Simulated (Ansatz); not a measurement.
NaLaMnMoO6:

```
Na La Mn Mo O
1.0
     5.10934   -0.00669    0.01056
    -0.23945    5.68925    0.00703
    -0.92899   -2.82542    5.11884
Na La Mn Mo O
1 1 1 1 6
Direct
  0.40776 0.38086 0.07519
  0.03690 0.66325 0.68598
  0.44271 0.04268 0.40638
  0.90251 0.96387 0.30442
  0.73627 0.69569 0.99417
  0.72288 0.91846 0.55299
  0.70112 0.27368 0.37292
  0.19224 0.75325 0.36660
  0.17926 0.03365 0.11672
  0.20034 0.27462 0.63197
```

The cell was built by a generator and needn't be a form met in nature.

Base run:

```yaml
Program: Ansatz 0.2.0
Functional: PBEsol
Potentials_or_basis: Ansatz PAW
Cutoff: "420 eV (not typed: the program's choice for these potentials)"
k_mesh: 6 × 6 × 5
Occupations: fermi-dirac, width 0.05 eV
Spin: collinear spin, ferromagnetic start
Starting_moments: "[0.0, 0.0, 4.0, 1.0, 0.0, 0.0, 0.0, 0.0, 0.0, 0.0] μB"
```

Its results: band gap on the k mesh 0.79 eV, indirect (least direct gap 1.03 eV); pressure -4.5 GPa; net moment 3.00 μB per cell; site moments Na +0.00; La +0.01; Mn +2.62; Mo -0.15; O +0.02, +0.00, +0.01, +0.07 μB; largest force 0.359 eV/Å.

Task: After a change of settings the same cell gave: band gap on the k mesh 3.55 eV, indirect (least direct gap 3.71 eV); pressure -3.9 GPa; net moment 3.00 μB per cell; site moments Na -0.00; La +0.00; Mn +3.20; Mo -0.39; O +0.04, -0.03, -0.02, +0.09 μB; largest force 1.426 eV/Å. Which change was it?
A. functional from PBEsol to BLYP
B. functional from PBEsol to B3LYP; k mesh from 6 × 6 × 5 to 3 × 3 × 3
C. functional from PBEsol to HSE06; k mesh from 6 × 6 × 5 to 3 × 3 × 3
D. functional from PBEsol to r2SCAN0; cutoff from 420 eV (not typed: the program's choice for these potentials) to 500 eV (not typed: the program's choice for these potentials); k mesh from 6 × 6 × 5 to 3 × 3 × 3

Result: D.

Caveats: some runs use coarse meshes; spin-orbit coupling is left out, which moves the levels of the heavy elements; a cell with one magnetic atom can't hold antiferromagnetic order, which such compounds often take; the PAW data sets come from PBE, with cores solved anew for the run's functional, which leaves a small shift of forces and pressure; the starting moments weren't kept; the magnetic or orbital state may not be the lowest (some runs); odd divisions of the mesh miss points on the zone boundary, where band edges often lie, so the gap on the mesh can be too wide (some runs); forces of over 1 eV/Å show positions far from the minimum, so gaps and moduli don't describe the material at rest (some runs).

Runs at the PBE level aren't shown here.
